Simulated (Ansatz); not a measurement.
# BClFH2N (built from SMILES NB(F)Cl): search for a transition state

Aim: find the saddle point of a 1,2-elimination that is to form Cl2–H4 and break B1–Cl2, N3–H4, prove it by its vibrations, and relax downhill on both sides to see what it joins.

Program: Ansatz 0.2.0, Gaussian basis. Level of theory: PBE0-D4, def2-SVP first, then def2-TZVP. These are calculated values, not measurements.

114 further runs of the same task are left out: 114 set aside as unsound or not needed.

## Step 1: The starting structure

The guess: 6 atoms, charge 0, spin multiplicity 1.

Atoms are counted from 1 here; the program's logs count them from 0.

Bond lengths: B1–N3 1.304 Å, B1–F5 1.292 Å, Cl2–H4 1.452 Å, N3–H6 1.001 Å. Angles: N3–B1–F5 160.2°, B1–N3–H6 134.0°.

Coordinates:

```xyz
6
BClFH2N
B     0.64730   -0.24280   -0.03970
Cl   -0.00270    1.84320    0.49550
N    -0.59310   -0.61580   -0.18900
H    -0.95460    0.79430    0.17580
F     1.93790   -0.29970   -0.00390
H    -1.03480   -1.47920   -0.43870
```

Distances that are to change: Cl2–H4 1.45 Å, B1–Cl2 2.25 Å, N3–H4 1.50 Å.

## Step 2: Constrained relaxation of the guess

The input, hold/in.yaml:

```yaml
crystal:
  periodic: [false, false, false]
  atoms:
    - {symbol: B, position_ang: [0.647300, -0.242800, -0.039700]}
    - {symbol: Cl, position_ang: [-0.002700, 1.843200, 0.495500]}
    - {symbol: N, position_ang: [-0.593100, -0.615800, -0.189000]}
    - {symbol: H, position_ang: [-0.954600, 0.794300, 0.175800]}
    - {symbol: F, position_ang: [1.937900, -0.299700, -0.003900]}
    - {symbol: H, position_ang: [-1.034800, -1.479200, -0.438700]}
basis:
  gaussian: {orbitals: def2-SVP}
hamiltonian: {xc: pbe0, dispersion: d4}
relax: {f_tol: 0.04, max_steps: 150, escape_saddle: false, constraints: [{distance: [1, 3]}, {distance: [0, 1]}, {distance: [2, 3]}]}
```

Launch:

```bash
$ ansatz run in.yaml --threads 2 --pin off --events-out ev --progress --plain --max-ram 4352MiB
```

The runs that follow: A starting Hessian; Saddle search in the small basis; Saddle search in triple zeta; Checking the order of the point; Relaxing after a step of 0.30 Å one way along the mode; Relaxing after a step of 0.30 Å the other way along the mode.

Q: Predict the outcome of this session. Wanted: imaginary mode; barrier from the start side; barrier from the end side; energy of the step; pairs that change; zero-point energy at the saddle.

**Answer**, as computed:

```
                       quantity                                       value
                 imaginary mode                                   776i cm⁻¹
    barrier from the start side                                    3.202 eV
      barrier from the end side                                    0.358 eV
             energy of the step                                   +2.843 eV
              pairs that change  Cl2–H4 formed, B1–Cl2 broken, N3–H4 broken
zero-point energy at the saddle                                    0.724 eV
```

One imaginary mode, 776i cm⁻¹, makes this a first-order saddle. The two relaxations end on the structures that were planned. At PBE0-D4/def2-TZVP the electronic barrier is 3.202 eV, about 125 kT at 298 K, and the step runs 2.843 eV uphill. A step off the saddle overshot and began above it in energy, so the link to its end is likely but not proven. Lower complexes than these ends may exist.
